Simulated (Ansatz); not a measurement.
# LaTl: the cost of one run

Method: DFT r2SCAN, scalar-relativistic, plane waves, PAW, in Ansatz 0.2.0.

4 further runs of the same task are left out: 3 that didn't finish, 1 set aside as unsound or not needed.

## 1. The system as given

It takes space group Pm-3m (No. 221, cubic). The conventional cell has a = 3.978 Å, b = 3.978 Å, c = 3.978 Å, α = 90.00°, β = 90.00°, γ = 90.00°. La (site symmetry m-3m) is surrounded by 8 Tl at 3.44 Å. Tl (site symmetry m-3m) is surrounded by 8 La at 3.44 Å.

Coordinates:

```xyz
2
Lattice="3.9775 0.0000 0.0000 0.0000 3.9775 0.0000 0.0000 0.0000 3.9775" Properties=species:S:1:pos:R:3 pbc="T T T"
La    0.0000    0.0000    0.0000
Tl    1.9888    1.9888    1.9888
```

It is the result of an earlier relaxation at this level (volume 31.46 Å³/atom; gap on the mesh: none (metal)).

## 2. Cutting the slab

Miller indices refer to the conventional cell of the relaxed bulk, Pm-3m (No. 221): a = 3.978 Å, b = 3.978 Å, c = 3.978 Å, α = 90.00°, β = 90.00°, γ = 90.00°.

A (100) slab, 6.0 Å thick as cut, with 17 Å of vacuum; its outer planes are La (top) and Tl (bottom).

The slab as cut. Its planes from the bottom up:

```tsv
plane	atoms per cell	height over the lowest (Å)
1	Tl	0.00
2	La	1.99
3	Tl	3.98
4	La	5.97
```

## 3. Relaxing the clean slab

Contents of input.yaml:

```yaml
crystal:
  lattice:
    - [3.9775134598, 0.0, 0.0]
    - [0.0, 3.9775134598, 0.0]
    - [0.0, 0.0, 22.9662701897]
  atoms:
    - { symbol: Tl, position: [0.5, 0.5, 0.3701079857] }
    - { symbol: La, position: [0.0, 0.0, 0.4567026619] }
    - { symbol: Tl, position: [0.5, 0.5, 0.5432973381] }
    - { symbol: La, position: [0.0, 0.0, 0.6298920143] }
basis:
  ecutwfc: 500
kpoints:
  mp_grid: { grid: [7, 7, 1] }
hamiltonian:
  xc: r2scan
scf:
  occupations: { method: gaussian, width: 0.1 }
output:
  forces: true
  eigenvalues: true
  write_density: true
  write_potential: true
  elf: true
  volumetric_format: npy
relax:
  adjacent_minimum: "off"
  f_tol: 0.03
  max_steps: 70
  constraints: [{ sites: [0, 1] }]
efield:
  axis: 3
  dipole_correction: true
  ramp_width: 0.04
```

Command:

```
$ ansatz run input.yaml --threads 4 --pin off --max-ram 10240MiB --backend cpu --events-out ev --progress --plain --runs-dir out
```

What time and memory should one allow on 4 threads of Intel Xeon Platinum 8488C (Sapphire Rapids), shared host?

About 30 s, with a peak of 1.3 GiB.
